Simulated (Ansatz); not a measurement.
# H6OSi2Zn: one species, many methods

The task here is to estimate one member of a computed series from the others.

Program: Ansatz 0.2.0, Gaussian basis. Level of theory: functionals in def2-TZVPP, the program's frozen cores in correlated methods. These are calculated values, not measurements.

Levels to be run: PBE-D4, r2SCAN-D4, PBE0-D4, B3LYP-D4, ωB97X-V, ωB97M-V, B2PLYP; CCSD(T)/def2-TZVPP; MP2/def2-QZVPP; extrapolation to the limit.

## The geometry

An earlier PBE0-D4 in a triple-zeta def2 set relaxation fixed the geometry.

10 atoms, charge 0, spin multiplicity 1.

Atoms are counted from 1 here; the program's logs count them from 0.

Bond lengths: O1–Si2 1.653 Å, O1–H5 0.961 Å, Si2–Si3 2.338 Å, Si2–H6 1.493 Å, Si2–H10 1.493 Å, Si3–H7 1.489 Å, Si3–H8 1.487 Å, Si3–H9 1.487 Å. Angles: Si2–O1–H5 116.7°, O1–Si2–Si3 106.6°, O1–Si2–H6 111.5°, O1–Si2–H10 111.5°, Si3–Si2–H6 110.4°, Si3–Si2–H10 110.4°, H6–Si2–H10 106.3°, Si2–Si3–H7 108.8°, Si2–Si3–H8 110.9°, Si2–Si3–H9 110.9°, H7–Si3–H8 108.6°, H7–Si3–H9 108.6°, H8–Si3–H9 109.0°.

Coordinates:

```
O    -1.2701    0.2163   -1.0285
Si    0.1944    0.3172   -0.2681
Si    0.1373   -1.2119    1.4997
Zn    0.2379    2.7730   -3.1352
H    -1.4036    0.7915   -1.7865
H     0.4527    1.6961    0.2437
H     1.4369   -1.1564    2.2247
H    -0.0675   -2.5964    0.9969
H    -0.9531   -0.8775    2.4540
H     1.3184   -0.0031   -1.1977
```

Set-up of the first run:

in.yaml

```yaml
crystal:
  periodic: [false, false, false]
  atoms:
    - {symbol: O, position_ang: [-1.270108, 0.216276, -1.028479]}
    - {symbol: Si, position_ang: [0.194383, 0.317216, -0.268086]}
    - {symbol: Si, position_ang: [0.137306, -1.211854, 1.499686]}
    - {symbol: Zn, position_ang: [0.237853, 2.773014, -3.135170]}
    - {symbol: H, position_ang: [-1.403636, 0.791484, -1.786537]}
    - {symbol: H, position_ang: [0.452725, 1.696096, 0.243736]}
    - {symbol: H, position_ang: [1.436868, -1.156416, 2.224657]}
    - {symbol: H, position_ang: [-0.067529, -2.596412, 0.996918]}
    - {symbol: H, position_ang: [-0.953147, -0.877496, 2.454018]}
    - {symbol: H, position_ang: [1.318386, -0.003107, -1.197742]}
basis:
  gaussian: {orbitals: def2-TZVPP}
hamiltonian: {xc: pbe, dispersion: d4}
output: {forces: true, orbitals: {seedname: orbitals}}
```

Run with:

```sh
$ ansatz run in.yaml --threads 4 --pin off --events-out ev --progress --plain --max-ram 10444MiB
```

Steps of the session up to this table: PBE-D4 (GGA); r2SCAN-D4 (meta-GGA); PBE0-D4 (hybrid); B3LYP-D4 (hybrid); ωB97X-V (range-separated); ωB97M-V (range-separated); B2PLYP (double hybrid); CCSD(T) in def2-TZVPP; MP2 in def2-QZVPP.

One of the session's tables, all rows but one given; the rest of the session is left out.

| method | atomisation energy (kJ/mol) |
| --- | --- |
| PBE-D4 | 2791.9 |
| r2SCAN-D4 | 2807.7 |
| PBE0-D4 | 2768.3 |
| B3LYP-D4 | 2812.1 |
| ωB97X-V | 2832.3 |
| ωB97M-V | 2812.8 |
| B2PLYP | 2769.2 |
| HF/def2-TZVPP | 2085.9 |
| MP2/def2-TZVPP | 2742.8 |
| CCSD/def2-TZVPP | 2717.4 |
| CCSD(T)/def2-TZVPP | 2745.6 |
| MP2/CBS | 2823.2 |
| CCSD(T)/CBS | ? |

**Question.** Estimate the row for CCSD(T)/CBS.

The run gave: atomisation energy (kJ/mol): 2826.0. In the column «atomisation energy (kJ/mol)» it lies between MP2/CBS (2823.2) and ωB97X-V (2832.3).

Among the levels timed on like hardware and quicker than the yardstick, those that no quicker one beats, quickest first: PBE-D4 (3.1 s, -34.1 kJ/mol); B3LYP-D4 (6 s, -14.0 kJ/mol); ωB97X-V (9.5 s, +6.3 kJ/mol).

B2PLYP carry no dispersion term (for B3LYP, D4 adds 37.1 kJ/mol).
